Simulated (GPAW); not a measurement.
A run of GPAW 26.7.0 is set up as follows.

The input run.py:

```python
from ase import Atoms
from ase.calculators.mixing import SumCalculator
from ase.filters import FrechetCellFilter
from ase.io import write
from ase.optimize import BFGS
from dftd3.ase import DFTD3
from gpaw import GPAW, PW

atoms = Atoms(['Zr', 'Zr', 'Zr', 'Mo', 'C'],
              cell=[[4.94251, 0.0, 0.0],
                    [0.0, 4.94251, 0.0],
                    [0.0, 0.0, 4.94251]],
              scaled_positions=[[0.5, 0.0, 0.0],
                                [0.0, 0.5, 0.0],
                                [0.0, 0.0, 0.5],
                                [0.0, 0.0, 0.0],
                                [0.5, 0.5, 0.5]],
              pbc=True)

calc = GPAW(mode=PW(800),
            xc='PBE',
            kpts={'size': (5, 5, 5), 'gamma': True},
            occupations={'name': 'fermi-dirac', 'width': 0.05},
            nbands=49,
            convergence={'density': 1e-05, 'forces': 0.0001},
            maxiter=150,
            txt='gpaw.txt')
atoms.calc = SumCalculator([calc, DFTD3(method='pbe', damping='d3bj')])
opt = BFGS(FrechetCellFilter(atoms), trajectory='relax.traj', logfile='-')
done = opt.run(fmax=0.02, steps=60)
calc.write('gs.gpw')
write('result.traj', atoms)
print('Converged:', done)
print('Cell:', atoms.cell.cellpar().round(4))
print('Volume:', round(atoms.get_volume(), 4))
print(atoms.get_scaled_positions().round(5))
```

Potentials or basis: GPAW PAW data sets (gpaw-data 1.2.1), pw.

Command:

```sh
$ OMP_NUM_THREADS=1 python run.py
```

(1) What does it give for the space group after relaxing (to 0.05 Å)?

(2) What does it give for the band gap on the k mesh?

(3) Estimate the dispersion energy per atom.

Results:

(1) Pm-3m (No. 221).

(2) none (metal or under the smearing width).

(3) -0.448 eV.

Caveat: later steps reuse the first step's grids.
